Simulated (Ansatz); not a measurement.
**WSe2 (1T monolayer type, one sheet): Wannier inputs, tried as typed**

Aim: run 2 Wannier inputs for WSe2 (1T monolayer type, one sheet) as typed, and read from each log whether it ends well.

Computed with Ansatz 0.2.0 (plane waves, PAW; the settings change from run to run, as each input shows, unless a step's input says otherwise).

## 1. The system as given

Symmetry: P-3m1, No. 164, trigonal system. Conventional cell: a = 3.328 Å, b = 3.328 Å, c = 30.722 Å, α = 90.00°, β = 90.00°, γ = 120.00°. W (site symmetry -3m) has 6 Se at 2.55 Å as nearest neighbours. Se (site symmetry 3m) is surrounded by 3 W at 2.55 Å.

Coordinates:

```
W Se
1.0
     3.32785    0.00000    0.00000
    -1.66392    2.88200    0.00000
     0.00000    0.00000   30.72193
W Se
1 2
Direct
  0.00000 0.00000 0.29295
  0.33333 0.66667 0.34740
  0.66667 0.33333 0.23850
```

The cell was relaxed beforehand with r2SCAN; those runs aren't shown. No spin polarisation is used. The cell holds one sheet and vacuum, and is periodic in the plane alone.

## 2. Input 1

The input, input.yaml:

```yaml
crystal:
  lattice:
    - [3.3278450355, 0.0, 0.0]
    - [-1.6639225177, 2.8819983406, 0.0]
    - [0.0, 0.0, 30.7219297216]
  atoms:
    - { symbol: W, position: [0.0, 0.0, 0.2929503479] }
    - { symbol: Se, position: [0.3333333333, 0.6666666667, 0.3473974056] }
    - { symbol: Se, position: [0.6666666667, 0.3333333333, 0.2385032902] }
  periodic: [true, true, false]
kpoints:
  mp_grid: { grid: [9, 9, 1] }
  band_path:
    path:
      - [0, 0, 0]
      - [0.5, 0, 0]
      - [0.3333333333333, 0.3333333333333, 0]
      - [0, 0, 0]
    npoints: 10
hamiltonian:
  xc: pbe
scf:
  occupations: { method: fermi_dirac, width: 0.02 }
  n_extra_bands: 6
output:
  forces: false
  stress: false
  eigenvalues: true
  wannier:
    kmesh: [6, 6, 1]
    projections: []
    minimise: true
    write_hr: true
    conv_tol: 1.0e-08
    max_iter: 1000
```

Run with:

```bash
ansatz run input.yaml --threads 4 --pin off --max-ram 5529MiB --backend cpu --events-out ev --progress --plain --runs-dir out
```

The program printed:

```text
Error: invalid value for `output.wannier.projections`: must list at least one trial orbital
```

It took 0.05 s on 4 threads of Arm Neoverse V1, shared host; peak memory 0.082 GiB.

What is wrong: Refused before any calculation. No trial orbital is listed. Fix: list the trial orbitals.

## 3. Input 2

Edit input.yaml of step 2 so:

```diff
@@ -23,3 +23,3 @@
   occupations: { method: fermi_dirac, width: 0.02 }
-  n_extra_bands: 6
+  n_extra_bands: 12
 output:
@@ -30,3 +30,7 @@
     kmesh: [6, 6, 1]
-    projections: []
+    projections:
+      - { species: Se, l: s, shell: 4 }
+      - { species: Se, l: p, shell: 4 }
+      - { species: W, l: s, shell: 6 }
+      - { species: W, l: p, shell: 6 }
     minimise: true
@@ -35 +39,6 @@
     max_iter: 1000
+    disentanglement: { window: [-29.83, 12.17], frozen_window: [-11.83, -2.33] }
+  write_density: true
+  write_potential: true
+  elf: true
+  volumetric_format: npy
```

Run with:

```bash
ansatz run input.yaml --threads 4 --pin off --max-ram 5529MiB --backend cpu --events-out ev --progress --plain --runs-dir out
```

The program printed:

```text
Warning: RAYON_NUM_THREADS=4 ignored (pool sized by the plan → 4); use --threads N
W: the file doesn't list 6p, so it is added from the neutral free atom; the dataset's partial waves leave at most 2.5e-6 of an orbital's norm unspanned inside its sphere
scf.n_extra_bands = 12 over 23 filled bands (N_el = 46.0): the run solves 35 bands
Engine: ansatz 0.2.0, aarch64-unknown-linux-gnu
Pseudopotentials: kind: paw
Pseudopotential: W, paw, valence charge 14, recommended cutoff 420 eV (normal), W.paw.azcp
Pseudopotential: Se, paw, valence charge 16, recommended cutoff 420 eV (normal), Se.paw.azcp
Functional definition: PBE
  parameter kappa = 0.804
  parameter beta = 0.06672455060314922
  exchange = pbe_x(kappa = kappa, mu = beta*pi^2/3)
  correlation = pbe_c(beta = beta)
Crystal: 3 atoms, lattice volume = 294.649 Å³
Basis set: ecut = 420 eV, 5827 PW (Γ)
Bands: 35, of which v1, the nominal top of the filled ones, is band 23 counted from 1 (22 counted from 0)
Symmetry: 12 space group operations
Space group: P-3m1 (ITA 164), of the structure as read, at distance tolerance 6.7e-5 Å
k-points: 12 of 81
Non-local potential: W, projectors of the file, l = 0: 3, l = 1: 2, l = 2: 2, l = 3: 1
Non-local potential: Se, projectors of the file, l = 0: 2, l = 1: 2, l = 2: 3, l = 3: 1
PAW form: soft (Blöchl's): semilocal exchange-correlation on the pseudo side does not see the compensation charge
PAW one-centre angular grid: W, 590 points (default); XC on 64 Gauss nodes
PAW one-centre angular grid: Se, 590 points (default); XC on 64 Gauss nodes
Initial density: superposition of atomic densities (neutral atoms: chi_scale 0, normalization atom), corrected by the library's trained network
Initial wavefunctions: pseudopotential atomic-orbital guess
Functional: x = pbe(κ = 0.804, μ = 0.2195149727645171), c = pbe(β = 0.06672455060314922)
SCF iter   1: F=—  HF=-21323.869213 eV  |F-HF|=—  |Δ(HF+E_count)|=         —  Δρ=1.68e-3  dr2=5.07e-3  ethr=1.77e-3  ⟨swp⟩=12.2  Hψ=2812  notcnv=0  defer=18
preconditioner: auto → LDOS  [insulator: Δε(μ)=0.052 eV  Ē_g=11.289 eV  σ=0.020 eV  W_gap=0.52  n_scr=18 (ndim 8)  ℏωp=9.2 eV  f_vac=0.768  D(μ)=1.35/eV (n_scr^D=8)  ε∞_Penn≈1.7  β→1.0]
SCF iter   2: F=—  HF=-21323.868486 eV  |F-HF|=—  |Δ(HF+E_count)|=   7.27e-4  Δρ=4.38e-4  dr2=8.94e-4  ethr=1.10e-5  ⟨swp⟩=4.4  Hψ=1199  notcnv=0  defer=71
SCF iter   3: F=—  HF=-21323.868260 eV  |F-HF|=—  |Δ(HF+E_count)|=   2.26e-4  Δρ=1.38e-4  dr2=8.16e-5  ethr=1.94e-6  ⟨swp⟩=4.0  Hψ=863  notcnv=0  defer=71
SCF iter   4: F=—  HF=-21323.868231 eV  |F-HF|=—  |Δ(HF+E_count)|=   2.86e-5  Δρ=2.87e-5  dr2=3.12e-6  ethr=1.77e-7  ⟨swp⟩=4.1  Hψ=831  notcnv=0  defer=71
iter 5 did not close the SCF: its close was put off for the readings that it lacked (scf_convergence_deferred on its scf_iter line)
SCF iter   5: F=-21323.868232 eV  HF=-21323.868232 eV  |F-HF|=1.63e-7  |Δ(HF+E_count)|=   1.01e-6  Δρ=5.48e-6  dr2=6.23e-8  ethr=6.79e-9  ⟨swp⟩=3.7  Hψ=801  notcnv=0  defer=71
SCF iter   6: F=-21323.868232 eV  HF=-21323.868232 eV  |F-HF|=4.62e-10  |Δ(HF+E_count)|=   1.67e-7  Δρ=1.33e-6  dr2=8.18e-9  ethr=1.36e-10  ⟨swp⟩=15.1  Hψ=2818  notcnv=0
SCF 1 converged in 6 iterations: F = -21323.868232 eV  dr2 = 8.18e-9
NSCF: frozen V_eff on 31 k-points
NSCF: frozen V_eff on 10 k-points
WARN: eigensolver did not converge in 3 slots of this pass, the one above among them; of largest residual over every band (k=8): 3 band(s) unlocked (lowest unlocked band 32, counted from 0; max residual 1.19e-4 eV among the unlocked bands, 1.19e-4 eV over every band); of lowest unlocked band (k=8): band 32
the Wannier pass solved 10 of the 36 points of its mesh, and has the states at the others by symmetry: states obtained by the crystal's operations at points that were solved too leave a residual of 2.86e-13 eV (read by the count's bands and the next), within 6.67e-6 eV
NSCF: frozen V_eff on 10 k-points
the Wannier pass solved 10 of the 36 points of its mesh, and has the states at the others by symmetry: states obtained by the crystal's operations at points that were solved too leave a residual of 4.69e-13 eV (read by the count's bands and the next), within 6.67e-6 eV
NSCF: frozen V_eff on 10 k-points
the Wannier pass solved 10 of the 36 points of its mesh, and has the states at the others by symmetry: states obtained by the crystal's operations at points that were solved too leave a residual of 7.53e-13 eV (read by the count's bands and the next), within 6.67e-6 eV
WARN: The output density's exchange-correlation potential varies sharply where the density is thin. Do not read a vacuum level from v_tot or v_xc, or from such a field of the output density. On a cell that repeats whose density bears no net charge and no dipole along the vacuum's axis use v_es (v_loc + v_h of the components); under efield.dipole_correction with no amplitude use v_es + v_field, which holds any external_charges[].barrier, or the levels of the report's work_function block, which leave it out; under a non-zero efield.amplitude the vacuum is tilted and has no level; on a cell that repeats and bears such a dipole with no correction it is tilted too, and efield.dipole_correction with no amplitude gives each side of its ramp a level where efield: is served; in a cell that repeats whose density bears a net charge (total_charge, or a fill off its count) it is curved and has none; of a slab under crystal.periodic whose density bears no net charge use v_es, which has a level on each side, short of where the two are joined; of another it falls or rises all the way out and has none; of a slab beside external_charges read slab_vacuum_level instead, which it has where they leave it neutral. The grid or the basis barely resolves most such structure, and the values can differ between equally converged runs; as a rule a tighter scf.convergence.dr2_threshold does not remove it. Where the density itself ripples (under the LDA too) a higher basis.ecutwfc lessens it. The files hold the spikes' plane waves up to the density's cutoff. Files: v_tot_of_output_density and the like, and their columns of v_z.tsv (output.write_potential); v_xc_of_output_density and the like, and their columns of v_comp_z.tsv (output.write_potential_components). Measured: with its Gaussian average of σ = 0.25 Å subtracted twice, the exchange-correlation potential is over 0.1 eV at 1636 of the grid points where the equally averaged density (valence and model cores) is under 1e-3 e/Å³, and 0.619 eV at the most among them, at an averaged density of 1.9e-4 e/Å³. The input density's (outcome.potential() and, of a run that writes arrays, v_tot and v_xc) is over 0.1 eV, so measured, at 1645 points of its own thin density, 0.620 eV at the most. See output.write_potential in the manual, Limitations
SCF converged after 6 iterations
Free energy (F): -21323.868232 eV
Harris-Foulkes:  -21323.868232 eV  (|F-HF|=4.62e-10)
Internal energy: -21323.866310 eV  (E = F + TS)
E sigma→0 (E₀):  -21323.867271 eV
Entropy (-TS):   -0.001922 eV (-0.641 meV/atom)
Fermi energy:    -4.323852 eV
--- Per-component energies (eV) ---
  E_band       = -1658.775134
  E_kinetic    = 688.037616
  E_local      = -124709.051678  (includes V_loc(G=0)·N_el)
  E_nonlocal   = -1189.317163
  E_hartree    = 61837.696097
  E_xc         = -475.432833
  E_vxc        = -435.285714  (∫ρ·V_xc dr)
  E_paw        = -12385.908830  (= ΣΔE_a)
  E_vpaw       = 311.444737  (= ΣTr[D̂ρ^β])
  E_aug_tail   = -0.001239  (compensation charges beyond the density's cutoff)
  E_ewald      = 54910.111721
  E_smearing   = -0.001922  (= −TS)
  E_closure    = 0.000000  (closes the sum)
  Σ components = -21323.868232   (vs F -21323.868232, Δ=0.00e0)
--- Band table (eV; the first three rows and the last of 12) ---
  k-point 0: bands = ["-79.1511", "-52.6945", "-52.6945", "-52.6940", "-52.6940", "-52.6599", "-52.6599", "-52.6598", "-52.6598", "-52.6439", "-52.6436", "-43.3686", "-43.3686", "-43.3243", "-19.7889", "-18.6294", "-11.2310", "-7.9485", "-7.9485", "-7.4847", "-5.4045", "-5.1189", "-5.1189", "-4.3285", "-4.3285", "-0.8828 (-0.8828°)", "-0.8828 (-0.8828°)", "-0.7675 (-0.7683°)", "-0.4271 (-0.4324°)", "0.3917", "0.5984", "1.3196", "1.3446", "2.1122", "2.6116"]
  k-point 1: bands = ["-79.1501", "-52.6945", "-52.6941", "-52.6941", "-52.6936", "-52.6602", "-52.6601", "-52.6598", "-52.6597", "-52.6437", "-52.6434", "-43.3931", "-43.3743", "-43.3193", "-19.6035", "-18.5551", "-10.9889", "-8.6778", "-7.8553", "-6.9934", "-6.2733", "-5.6859", "-5.3772", "-4.1593", "-3.8210", "-1.6622 (-1.6622°)", "-0.9947 (-0.9947°)", "-0.3899 (-0.3916°)", "-0.1518 (-0.1586°)", "0.6918", "0.8382", "1.7472", "2.1247", "2.5112", "2.9090"]
  k-point 2: bands = ["-79.1475", "-52.6943", "-52.6942", "-52.6929", "-52.6925", "-52.6608", "-52.6604", "-52.6601", "-52.6597", "-52.6432", "-52.6428", "-43.4546", "-43.3887", "-43.3065", "-19.0931", "-18.3510", "-10.3655", "-9.4243", "-8.2918", "-7.7645", "-6.7739", "-6.1747", "-5.7349", "-3.9040", "-3.4345", "-2.0428", "-1.0258 (-1.0258°)", "0.3256 (0.3234°)", "0.5601 (0.5518°)", "1.3740", "1.5178", "2.0818", "2.7476", "2.9460", "3.0382"]
  k-point 11: bands = ["-79.1413", "-52.6930", "-52.6918", "-52.6918", "-52.6918", "-52.6613", "-52.6612", "-52.6612", "-52.6602", "-52.6417", "-52.6417", "-43.5120", "-43.5120", "-43.2757", "-17.6000", "-17.6000", "-10.3124", "-9.9974", "-9.9974", "-8.3731", "-8.3275", "-8.3275", "-3.8315", "-3.8315", "-3.6460", "-1.0951", "-1.0951", "0.6456", "3.0550", "3.0550", "3.4972", "4.9989 (4.9987°)", "4.9989 (4.9987°)", "5.4196", "5.6764"]
  ° read free of the cell's end (the report's vacuum.weakly_bound_levels)
Error: a combination of the trial orbitals is all but absent from the optimal subspace at ik = 0: its weight there is 2.7e-15 of the largest combination's or less, which the computation cannot tell from zero, so that the projections give no starting gauge (the trial orbitals are those of output.wannier.projections, and ik = 0 is k-point 1 of the .win and .amn files); move output.wannier.disentanglement.frozen_window, whose bands are always kept in the subspace
```

Run time: 36 s. Hardware: 4 threads of Arm Neoverse V1, shared host; peak memory 0.73 GiB.

**Diagnosis.** The run stopped with an error. Some combination of the trial orbitals has almost no weight, at one k point, in the states chosen from the window. Fix: choose trial orbitals that match the bands, or move the windows as the message advises.

## 4. Summary

```tsv
input	settings	ended	fault	time
1	PBE, 0 functions, 6×6×1	refused	no trial orbital is listed	0.05 s
2	PBE, 12 functions, 6×6×1, window -29.83 to 12.17 eV, frozen -11.83 to -2.33 eV	stopped by an error	some combination of the trial orbitals has almost no weight, at one k point, in the states chosen from the window	36 s
```

**Reading.** 1 refused, 1 stopped by an error. No run passed without a fault or warning, so no result is quoted.
